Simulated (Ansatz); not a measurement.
**AlNi: an axial (c/a) deformation path**

One table from this session's results is given with a row withheld; the runs are named, their logs left out.

Program: Ansatz 0.2.0. Level of theory: DFT PBEsol, scalar-relativistic, plane waves, PAW. These are calculated values, not measurements.

### Starting point

The structure is orthorhombic, space group Cmmm (No. 65). Conventional cell: a = 3.877 Å, b = 3.906 Å, c = 3.099 Å, α = 90.00°, β = 90.00°, γ = 90.00°. Al (site symmetry mmm) has 8 Ni at 2.48 to 2.49 Å and 4 Al at 2.75 Å as nearest neighbours. Ni (site symmetry mmm) has 8 Al at 2.48 to 2.49 Å and 4 Ni at 2.75 Å as nearest neighbours.

As a file:

```xyz
2
Lattice="1.9387 -1.9532 0.0000 1.9387 1.9532 0.0000 0.0000 0.0000 3.0994" Properties=species:S:1:pos:R:3 pbc="T T T"
Al    0.0000    0.0000    0.0000
Ni    1.9387    0.0000    1.5497
```

It goes back to an entry of the Materials Project, which need not be the stable form.

The cell is taken as given, not relaxed at this level.

Set-up of the first run:

input.yaml reads:

```yaml
crystal:
  lattice:
    - [1.938694, -1.95319015, 0.0]
    - [1.938694, 1.95319015, 0.0]
    - [0.0, 0.0, 3.0994300413]
  atoms:
    - { symbol: Al, position: [0.0, 0.0, 0.0] }
    - { symbol: Ni, position: [0.5, 0.5, 0.5] }
basis:
  ecutwfc: 420
kpoints:
  mp_grid: { grid: [20, 20, 18] }
hamiltonian:
  xc: pbesol
scf:
  occupations: { method: gaussian, width: 0.15 }
output:
  forces: true
  stress: true
  eigenvalues: true
```

On the command line:

```console
$ ansatz run input.yaml --threads 1 --pin off --max-ram 2560MiB --backend cpu --events-out ev --progress --plain --runs-dir out
```

Steps of the session up to this table: The undisturbed cell; ρ = 0.850; Point ρ = 1.200; At ρ = 0.920; Point ρ = 1.100; At ρ = 0.960; At ρ = 1.050; Point ρ = 0.800; ρ = 1.300.

One table of the session follows, with a row left open; its other results are not shown here.

Collected from the runs (energy zero: the undisturbed cell):

| ρ | ΔE (meV/atom) | pressure (GPa) |
| --- | --- | --- |
| 0.800 | 5.5 | 0.6 |
| 0.850 | -16.8 | 0.0 |
| 0.920 | -18.5 | -0.1 |
| 0.960 | -11.1 | 0.1 |
| 1.000 | 0.0 | 0.4 |
| 1.050 | ? | ? |
| 1.100 | 38.7 | 1.2 |
| 1.200 | 91.8 | 2.0 |
| 1.300 | 169.4 | 3.1 |

**Question.** Estimate the row for ρ = 1.050.

Worked estimate for «ΔE (meV/atom)». A straight line through the neighbours (1.000, 0.0) and (1.100, 38.7) gives 0.0 + (38.7 − 0.0) × (1.050 − 1.000) / (1.100 − 1.000) = 19.4; a parabola fitted to 4 rows on both sides gives 17.5.

As computed: ΔE (meV/atom): 17.7; pressure (GPa): 0.8. In «ΔE (meV/atom)» the line misses by +1.7 and the parabola by -0.2.

Caveats from the session: Spin polarisation is off in the runs that give these values; a magnetic solution could lie lower.
